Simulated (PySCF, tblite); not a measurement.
# C₁₂H₁₀: excited states

Wanted: excited states for C₁₂H₁₀ (`C1=CC=CC(=C2C=CC=C2)C=C1`).

Computed with tblite 0.8.0 and PySCF 2.14.0 and routines of our own; the level stands in each step. Atoms count from 0.

## Step 1: The system as given

22 atoms, charge 0, multiplicity 1; geometry from: force field or distance geometry start.

## Step 2: Optimising the geometry with GFN2-xTB

Job settings and geometry (Å):

```
{"job": {"kind": "relax", "xc": "GFN2-xTB", "basis": "xTB"}, "charge": 0, "multiplicity": 1}
C      2.956000    -0.110900     0.816800
C      2.835200     1.114400     0.257500
C      1.932100     1.511800    -0.770200
C      0.706400     1.009100    -1.025400
C      0.094800    -0.135100    -0.307900
C     -1.252300    -0.168200    -0.131400
C     -2.208800     0.882900    -0.472000
C     -3.420300     0.451600    -0.100400
C     -3.305800    -0.869200     0.489900
C     -2.026700    -1.242600     0.495000
C      0.907600    -1.307300     0.024300
C      2.165700    -1.284400     0.492200
H      3.705800    -0.261700     1.588000
H      3.525400     1.888000     0.602700
H      2.252600     2.367000    -1.374000
H      0.123600     1.441800    -1.812300
H     -1.985400     1.838100    -0.910800
H     -4.355800     0.981400    -0.210100
H     -4.141900    -1.427500     0.888600
H     -1.629000    -2.160800     0.898800
H      0.450800    -2.271400    -0.139400
H      2.659300    -2.227500     0.699300
```

Launch:

```
OMP_NUM_THREADS=1 python excited_run.py task.json out
```

One launch serves the whole session: the jobs run in the order shown.

What it wrote:

```text
step      E/eV     max force
  0    -834.71509    1.444
  1    -834.76246    0.705
  2    -834.77892    0.370
  3    -834.79463    0.265
  4    -834.80402    0.237
  5    -834.80624    0.121
  6    -834.80814    0.103
  7    -834.81036    0.157
  8    -834.81206    0.093
  9    -834.81317    0.071
 10    -834.81438    0.091
 11    -834.81597    0.122
 12    -834.81779    0.110
 13    -834.81945    0.111
 14    -834.82103    0.099
 15    -834.82268    0.110
 16    -834.82410    0.096
 17    -834.82499    0.081
 18    -834.82561    0.080
 19    -834.82630    0.071
 20    -834.82724    0.095
 21    -834.82823    0.072
 22    -834.82914    0.072
 23    -834.83003    0.078
 24    -834.83101    0.083
 25    -834.83206    0.083
 26    -834.83313    0.076
 27    -834.83426    0.097
 28    -834.83544    0.101
 29    -834.83638    0.070
 30    -834.83686    0.044
 31    -834.83708    0.027
 32    -834.83726    0.039
 33    -834.83747    0.037
 34    -834.83766    0.030
 35    -834.83782    0.030
 36    -834.83800    0.031
 37    -834.83827    0.048
 38    -834.83870    0.057
 39    -834.83934    0.061
 40    -834.84014    0.062
 41    -834.84101    0.074
 42    -834.84196    0.085
 43    -834.84307    0.073
 44    -834.84451    0.082
 45    -834.84630    0.099
 46    -834.84815    0.114
 47    -834.84978    0.104
 48    -834.85118    0.073
 49    -834.85229    0.071
 50    -834.85338    0.072
 51    -834.85443    0.070
 52    -834.85497    0.073
 53    -834.85509    0.084
 54    -834.85570    0.035
 55    -834.85584    0.029
 56    -834.85610    0.030
 57    -834.85622    0.025
 58    -834.85641    0.029
 59    -834.85654    0.028
 60    -834.85671    0.028
 61    -834.85682    0.024
 62    -834.85689    0.017
 63    -834.85695    0.020
 64    -834.85700    0.017
 65    -834.85705    0.016
 66    -834.85709    0.013
 67    -834.85713    0.012
 68    -834.85715    0.014
 69    -834.85718    0.012
 70    -834.85719    0.009
```

It took 0.64 s on 1 thread of Arm Neoverse V1, shared host; peak memory 0.18 GiB.

Step by step: (not every step is listed)

```tsv
step	energy from step 0 (eV)	largest force (eV/Å)
0	0.0000	1.4439
1	-0.0474	0.7055
2	-0.0638	0.3695
3	-0.0795	0.2655
4	-0.0889	0.2367
5	-0.0911	0.1215
6	-0.0930	0.1032
7	-0.0953	0.1575
8	-0.0970	0.0925
13	-0.1044	0.1113
18	-0.1105	0.0800
23	-0.1149	0.0778
28	-0.1203	0.1008
33	-0.1224	0.0368
38	-0.1236	0.0568
43	-0.1280	0.0728
48	-0.1361	0.0732
53	-0.1400	0.0840
58	-0.1413	0.0289
63	-0.1419	0.0199
65	-0.1420	0.0163
66	-0.1420	0.0130
67	-0.1420	0.0122
68	-0.1421	0.0141
69	-0.1421	0.0121
70	-0.1421	0.0088
```

Close pairs (by a distance rule), those that changed most:

```tsv
bond	before (Å)	after (Å)	change (Å)
C3–C4	1.483	1.443	-0.040
C0–C11	1.452	1.428	-0.023
C4–C10	1.465	1.443	-0.022
C4–C5	1.359	1.380	+0.021
C8–C9	1.332	1.352	+0.019
C5–C9	1.465	1.450	-0.015
C6–C7	1.339	1.352	+0.013
C2–H14	1.095	1.084	-0.011
```

The next job starts from the end point, and lists it.

## Step 3: Vibrational analysis with GFN2-xTB

Job settings and geometry (Å):

```
{"job": {"kind": "ir", "xc": "GFN2-xTB", "basis": "xTB"}, "charge": 0, "multiplicity": 1}
C      3.161874    -0.182341     0.622200
C      3.053885     1.044180     0.065185
C      1.939140     1.574566    -0.652817
C      0.675322     1.106039    -0.741006
C      0.067658    -0.065851    -0.159077
C     -1.307796    -0.165672    -0.112099
C     -2.275360     0.831813    -0.527392
C     -3.516161     0.365881    -0.262495
C     -3.401232    -0.943701     0.329574
C     -2.091247    -1.264416     0.419409
C      0.877193    -1.173014     0.288336
C      2.187037    -1.225999     0.613901
H      4.101366    -0.434288     1.098132
H      3.914578     1.698296     0.126436
H      2.143174     2.506252    -1.167220
H     -0.006118     1.703631    -1.331026
H     -2.045711     1.786509    -0.962327
H     -4.447220     0.869016    -0.453530
H     -4.235151    -1.547554     0.640363
H     -1.697290    -2.176618     0.826661
H      0.331735    -2.101700     0.386095
H      2.559915    -2.185646     0.951848
```

What it wrote:

```text
mode    cm-1     km/mol
  1      34.4      0.43
  2      64.7      0.03
  3     142.6      1.81
  4     160.2      0.02
  5     247.2      0.05
  6     285.7      1.08
  7     332.6      0.53
  8     414.9      0.70
  9     428.6      0.02
 10     506.7     14.46
 11     526.1      0.10
 12     535.1      1.30
 13     542.7      0.17
 14     603.0      0.67
 15     743.0     27.12
 16     767.9      0.01
 17     780.4     18.42
 18     787.8      0.29
 19     803.9      1.99
 20     814.1     10.50
 21     841.2     52.14
 22     845.9      5.35
 23     846.2      0.32
 24     848.0      0.20
 25     876.1      3.09
 26     926.9      0.06
 27     930.5      0.33
 28     944.0      0.02
 29     976.8      0.20
 30    1006.7      0.73
 31    1043.8      0.00
 32    1079.5     54.69
 33    1111.2      1.35
 34    1130.0      5.76
 35    1184.5      0.08
 36    1248.9      0.14
 37    1254.0      0.04
 38    1273.7      0.52
 39    1283.9      6.13
 40    1323.4      0.15
 41    1344.6     67.76
 42    1363.0      0.11
 43    1395.6     15.66
 44    1437.8      0.25
 45    1495.0    429.41
 46    1552.1    170.05
 47    1571.9     54.92
 48    1578.2      3.98
 49    1583.9      0.79
 50    1642.0      5.09
 51    3043.3     15.02
 52    3044.0      1.98
 53    3052.4     36.17
 54    3065.4     70.84
 55    3078.2     26.10
 56    3079.4      2.94
 57    3118.1      4.21
 58    3124.6     52.47
 59    3137.0    118.49
 60    3142.0     69.79
```

Run time: 1.1 s. Hardware: 1 thread of Arm Neoverse V1, shared host; peak memory 0.18 GiB.

The strongest bands and the atoms that carry them (share of the mass-weighted mode):

```tsv
cm⁻¹	km/mol	atoms
1080	54.7	H18 24 %, H17 24 %, C8 11 %, C7 11 %
1345	67.8	C7 22 %, C8 22 %
1495	429.4	C9 23 %, C6 23 %, C8 16 %, C7 16 %
1552	170.1	C5 42 %, C4 36 %
1572	54.9	C1 24 %, C0 24 %, C2 10 %
3065	70.8	H13 43 %, H12 37 %
3137	118.5	H16 40 %, H19 38 %
3142	69.8	H19 31 %, H16 25 %, H18 18 %, H17 17 %
```

## Step 4: Excited states: TDA B3LYP/def2-SVP

Settings changed since step 3:

```diff
@@ -1,2 +1,2 @@
-{"job": {"kind": "ir", "xc": "GFN2-xTB", "basis": "xTB"}, "charge": 0, "multiplicity": 1}
+{"job": {"kind": "states", "xc": "B3LYP", "basis": "def2-SVP", "tda": true, "soc": true, "nstates": 6, "ntriplets": 6, "nquad": 4}, "charge": 0, "multiplicity": 1}
 C      3.161874    -0.182341     0.622200
```

With the program's defaults for keys left out, this is: TDA B3LYP/def2-SVP excited states, vertical, gas phase, spin-orbit mean-field couplings.

What it wrote:

```text
coarse grid: 19232 points
cycle   1  E = -462.6926815110  dE =  2.098e+00  |g| = 5.274e-01  |ddm| = 6.144e+00
cycle   2  E = -462.1586324573  dE =  5.340e-01  |g| = 1.315e+00  |ddm| = 2.507e+00
cycle   3  E = -462.7424963929  dE = -5.839e-01  |g| = 3.364e-01  |ddm| = 2.177e+00
cycle   4  E = -462.7821894865  dE = -3.969e-02  |g| = 9.269e-02  |ddm| = 6.265e-01
cycle   5  E = -462.7836788554  dE = -1.489e-03  |g| = 5.993e-02  |ddm| = 1.452e-01
cycle   6  E = -462.7845146272  dE = -8.358e-04  |g| = 2.181e-02  |ddm| = 8.438e-02
cycle   7  E = -462.7846831087  dE = -1.685e-04  |g| = 8.091e-03  |ddm| = 3.480e-02
cycle   8  E = -462.7847051543  dE = -2.205e-05  |g| = 2.861e-03  |ddm| = 1.513e-02
cycle   9  E = -462.7847071480  dE = -1.994e-06  |g| = 1.060e-03  |ddm| = 4.968e-03
final grid: 188216 points
cycle  10  E = -462.8809621580  dE = -5.685e-05  |g| = 6.267e-03  |ddm| = 5.639e-02
cycle  11  E = -462.8809572352  dE =  4.923e-06  |g| = 7.631e-03  |ddm| = 1.903e-02
cycle  12  E = -462.8809724075  dE = -1.517e-05  |g| = 2.041e-03  |ddm| = 1.177e-02
cycle  13  E = -462.8809736574  dE = -1.250e-06  |g| = 3.375e-04  |ddm| = 3.050e-03
cycle  14  E = -462.8809736823  dE = -2.495e-08  |g| = 2.018e-04  |ddm| = 6.852e-04
cycle  15  E = -462.8809736941  dE = -1.177e-08  |g| = 3.263e-05  |ddm| = 2.687e-04
cycle  16  E = -462.8809736943  dE = -2.328e-10  |g| = 1.445e-05  |ddm| = 5.844e-05
converged SCF energy = -462.8809736943

Singlet excitations
state   eV       nm        f     d(h-e)  d(exc)  Lambda  PR(NTO)  |dmu|/D   mu/D   main configurations
  1   2.5747   481.5   0.00609   2.389   4.092   0.598   1.034    4.496    1.108   H->L 0.97
  2   2.6271   471.9   0.00033   4.163   5.011   0.162   1.073    7.188    3.798   H-1->L 0.96
  3   2.7370   453.0   0.00375   2.488   3.988   0.553   1.037    4.546    1.160   H-1->L+1 0.97
  4   3.9707   312.2   1.03185   0.350   3.859   0.786   1.344    1.108    4.496   H->L+1 0.82
  5   5.4601   227.1   0.00216   0.612   3.761   0.625   2.037                     H-3->L+1 0.53, H-2->L 0.44
  6   5.5242   224.4   0.41243   0.620   3.598   0.756   2.041                     H-2->L+1 0.57, H-3->L 0.26

Triplet excitations (Tamm-Dancoff)
state   eV     d(h-e)  d(exc)  Lambda  PR(NTO)   main configurations
  1   1.8529   1.561   3.678   0.598   1.170   H->L 0.89
  2   1.8830   0.316   3.708   0.819   1.025   H->L+1 0.98
  3   1.9693   1.833   3.621   0.556   1.154   H-1->L+1 0.91
  4   2.6191   4.308   5.045   0.139   1.002   H-1->L 1.00
  5   4.1152   0.097   2.624   0.809   1.337   H-3->L 0.85
  6   4.4237   1.347   3.518   0.696   1.078   H-2->L 0.87
S1 - T1 = 0.7218 eV

Spin-orbit couplings |<S|Hso|T>| (cm-1)
             T1       T2       T3       T4       T5       T6
S0        0.649    0.440    0.167    0.265    0.034    0.390
S1        0.015    0.307    0.019    0.101    0.729    0.010
S2        0.081    0.009    0.243    0.004    0.035    0.084
S3        0.021    0.100    0.128    0.377    0.112    0.013
S4        0.691    0.045    0.398    0.075    0.172    0.127
S5        0.045    0.820    0.009    0.068    0.283    0.005
S6        0.706    0.097    0.153    0.170    0.065    0.502
T1 sublevels (cm-1): 0.000 0.000 0.001   radiative rates (1/s): 0.000193 0.0484 0.000164
```

It took 80 s on 1 thread of Arm Neoverse V1, shared host; peak memory 0.83 GiB.

From this job:

```tsv
quantity	value
S1 less T1	0.72 eV
```

Orbitals, density, ELF and potential are computed afterwards from the orbital file.

Frontier orbitals at B3LYP/def2-SVP, with the share of their density that lies nearest to each atom:

```tsv
orbital	energy (eV)	lies on
HOMO	-5.47	C5 23 %; C7, C8 about 11 % each; 7 C atoms about 6 % each
LUMO	-2.23	4 C atoms about 17 % each; C2, C11 about 7 % each
```

ELF in a plane through or near 18 of the atoms.

Ten even steps from ' ' (0.00) to '@' (1.00):
```
                                                        
                                                        
                                                        
              ::%%@@==            --::                  
              ++@@@@%%    ++--  **@@@@..                
              ..%%@@%%..++@@##  @@@@@@::  ..****..      
        ++##--  ++##++****@@##  %%@@@@::..##@@@@##      
      --@@@@@@++%%::==%%::++::  ==++--##++@@@@@@@@      
      ..++@@%%..::%%++****%%--::##%%..%%--++@@%%==      
          ..==##**::  ..**::==%%::++::==####--          
          ..==##**::  ..**::==%%====::==####--          
      ..**@@%%::--%%++****%%--::##%%::%%--++@@%%==      
      --@@@@@@++%%::==@@..++::  ==++..##++@@@@@@@@      
        ++##==  ++##++****@@%%  @@@@@@::..##@@@@##      
              ..%%@@%%..++@@%%  @@@@@@::  ..****..      
              ++@@@@%%    ++--  **@@@@..                
              ::%%@@++            --..                  
                                                        
                                                        
                                                        
```
The map spans 13.9 Å across and 10.4 Å up, centred on the molecule. Atoms in the plane (x, y in Å): C0 (-3.1, 0.7), C1 (-3.1, -0.7), C2 (-2.1, -1.5), C3 (-0.8, -1.3), C4 (-0.1, 0.0), C5 (1.3, 0.0), C6 (2.2, -1.2), C7 (3.5, -0.7), C8 (3.5, 0.7), C9 (2.2, 1.2), C10 (-0.8, 1.3), C11 (-2.1, 1.5), H14 (-2.3, -2.6), H16 (1.9, -2.2), H17 (4.3, -1.3), H18 (4.3, 1.3), H19 (1.9, 2.2), H21 (-2.4, 2.6).

log10 of the density (e/Å³) in the same plane.

Ten even steps from ' ' (-4.0) to '@' (1.3):
```
                                                        
                  ..                                    
              ..::::::..        ......                  
            ..--======--::::::::------::..              
        ....::==++**++============++++----::::::..      
      ..::--==++**####******++++**##**++======----..    
    ..::--++++++**%%########**++**####**++++**++==::    
    ..--==**######%%%%%%%%##**++**##@@########**==::..  
    ..--==**##%%%%##########****##%%%%%%@@####++==::..  
    ..::==++**%%##**++**##%%%%%%@@%%########**==--..    
    ..::==++**%%##**++**##%%%%%%@@%%########**==--..    
    ..--==**##%%%%############**##%%%%%%@@####++==::..  
    ..--==**######%%%%%%%%##**++**##%%########**==::..  
    ..::--++++++**%%########**++**####**++****++==::    
      ..::--==++**####******++++**##**++======----..    
        ....::==++**++============++++----::::::..      
            ..--======--::::::::------::..              
              ..::::::..        ......                  
                  ..                                    
                                                        
```
The map spans 13.9 Å across and 10.4 Å up, centred on the molecule. Atoms in the plane (x, y in Å): C0 (-3.1, 0.7), C1 (-3.1, -0.7), C2 (-2.1, -1.5), C3 (-0.8, -1.3), C4 (-0.1, 0.0), C5 (1.3, 0.0), C6 (2.2, -1.2), C7 (3.5, -0.7), C8 (3.5, 0.7), C9 (2.2, 1.2), C10 (-0.8, 1.3), C11 (-2.1, 1.5), H14 (-2.3, -2.6), H16 (1.9, -2.2), H17 (4.3, -1.3), H18 (4.3, 1.3), H19 (1.9, 2.2), H21 (-2.4, 2.6).

On the surface of density 0.002 e/bohr³ the electrostatic potential runs, from the 1st to the 99th percentile, from -1.13 V near C8 to 1.01 V near H13.

## Step 5: What came out

| quantity | value |
| --- | --- |
| strongest single infrared mode (GFN2-xTB) | 1495 cm⁻¹, 429 km/mol |
| zero-point energy (GFN2-xTB) | 109.1 kcal/mol |
| S1 less T1 (step 4, TDA B3LYP/def2-SVP) | 0.72 eV |
| surface potential, 1st and 99th percentile | -1.13 V and 1.01 V |

All 60 modes are real, so the xTB geometry is a minimum. The strongest single mode, at 1495 cm⁻¹, is carried by C9, C6, C8, C7. Unscaled tight-binding wavenumbers are off by several per cent, some by more. Its intensities can rank the bands wrongly. In step 4, the number of triplets below S1 is 3, and the largest singlet-triplet spin-orbit coupling is S5–T2, 0.82 cm⁻¹. By nearest atom (B3LYP/def2-SVP), the HOMO sits on C5 23 %; C7, C8 about 11 % each and the LUMO on 4 C atoms about 17 % each; C2, C11 about 7 % each.
